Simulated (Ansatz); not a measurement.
# CH5AlCl2Se: taking an electron away

How much energy removes an electron from CH5AlCl2Se at fixed geometry? The cation is run at each level and the neutral's energy taken from earlier runs.

Program: Ansatz 0.2.0, Gaussian basis. Level of theory: unrestricted cation, the program's frozen cores in correlated methods. These are calculated values, not measurements.

Plan: UKS PBE-D4/def2-TZVPP; UKS r2SCAN-D4/def2-TZVPP; UKS PBE0-D4/def2-TZVPP; UKS B3LYP-D4/def2-TZVPP; UKS wB97X-V/def2-TZVPP; UKS wB97M-V/def2-TZVPP; UKS B2PLYP/def2-TZVPP; UHF-CCSD(T)/def2-TZVPP; UHF-MP2/def2-QZVPP; extrapolation to the limit; then −ε(HOMO) from the neutral's earlier runs with LDA (SPW92), PBE-D4, revPBE-D4, BLYP-D4, r2SCAN-D4, B97M-V, PBE0-D4, B3LYP-D4, r2SCANh-D4, r2SCAN0-D4, HSE06-D4, BHLYP-D4, CAM-B3LYP-D4, LC-ωPBE, ωB97X-V, ωB97M-V.

## Step 1: Structure used throughout

An earlier PBE0-D4 in a triple-zeta def2 set relaxation fixed the geometry.

10 atoms, charge 0, spin multiplicity 1.

Atoms are counted from 1 here; the program's logs count them from 0.

Bond lengths: C1–Al2 1.940 Å, C1–H6 1.094 Å, C1–H7 1.093 Å, C1–H8 1.093 Å, Al2–Cl3 2.123 Å, Al2–Cl4 2.123 Å, Al2–Se5 2.650 Å, Se5–H9 1.470 Å, Se5–H10 1.470 Å. Angles: Al2–C1–H6 110.0°, Al2–C1–H7 111.9°, Al2–C1–H8 111.9°, H6–C1–H7 107.2°, H6–C1–H8 107.2°, H7–C1–H8 108.5°, C1–Al2–Cl3 118.8°, C1–Al2–Cl4 118.8°, C1–Al2–Se5 105.5°, Cl3–Al2–Cl4 115.5°, Cl3–Al2–Se5 95.3°, Cl4–Al2–Se5 95.3°, Al2–Se5–H9 97.2°, Al2–Se5–H10 97.2°, H9–Se5–H10 91.7°.

## Step 2: Cation, UKS PBE-D4/def2-TZVPP

Contents of in.yaml:

```yaml
crystal:
  periodic: [false, false, false]
  atoms:
    - {symbol: C, position_ang: [-1.341958, -0.619713, -0.016151]}
    - {symbol: Al, position_ang: [0.573380, -0.785630, -0.278674]}
    - {symbol: Cl, position_ang: [1.720592, -1.815291, 1.181590]}
    - {symbol: Cl, position_ang: [1.331134, -0.867808, -2.260522]}
    - {symbol: Se, position_ang: [1.572657, 1.607747, 0.266403]}
    - {symbol: H, position_ang: [-1.831998, -1.575937, -0.224498]}
    - {symbol: H, position_ang: [-1.589455, -0.346505, 1.013188]}
    - {symbol: H, position_ang: [-1.782037, 0.122701, -0.687412]}
    - {symbol: H, position_ang: [0.831653, 1.836282, 1.515342]}
    - {symbol: H, position_ang: [0.599130, 2.392854, -0.506264]}
basis:
  gaussian: {orbitals: def2-TZVPP}
total_charge: 1
magnetization: {spin_polarized: true, initial_magnetization: 1}
hamiltonian: {xc: pbe, dispersion: d4}
```

On the command line:

```bash
$ ansatz run in.yaml --threads 2 --pin off --events-out ev --progress --plain --max-ram 32768MiB --backend cuda --devices 0, --max-vram 18GiB
```

Further steps of the session: Cation, UKS r2SCAN-D4/def2-TZVPP; Cation, UKS PBE0-D4/def2-TZVPP; Cation, UKS B3LYP-D4/def2-TZVPP; Cation, UKS wB97X-V/def2-TZVPP; Cation, UKS wB97M-V/def2-TZVPP; Cation, UKS B2PLYP (frozen core)/def2-TZVPP; Cation, UHF-CCSD(T)/def2-TZVPP; Cation, UHF-MP2/def2-QZVPP.

**Question.** What will the summary of the whole plan be? Wanted: ionisation energy, CCSD(T)/CBS; nearest functional by difference; nearest −ε(HOMO); −ε(HOMO) of PBE; T1 of the cation.

**Answer**, as computed:

| quantity | value |
| --- | --- |
| ionisation energy, CCSD(T)/CBS | 10.44 eV |
| nearest functional by difference | ωB97X-V (-0.16 eV) |
| nearest −ε(HOMO) | ωB97X-V (-0.03 eV) |
| −ε(HOMO) of PBE | 6.78 eV |
| T1 of the cation | 0.029 |

What this shows: By cation minus neutral, the functionals miss by 1.05 eV at most. −ε(HOMO) of PBE misses by 3.7 eV, since self-interaction lifts the level. Among orbital estimates ωB97X-V comes nearest. Hartree-Fock falls 0.92 eV short, as the neutral has more correlation energy than the cation. Correlated methods include outer-core shells of Se, which these sets cover unevenly. With outer-core shells in play the reference is unsure by up to some tenths of an eV, so close misses can't be ranked.
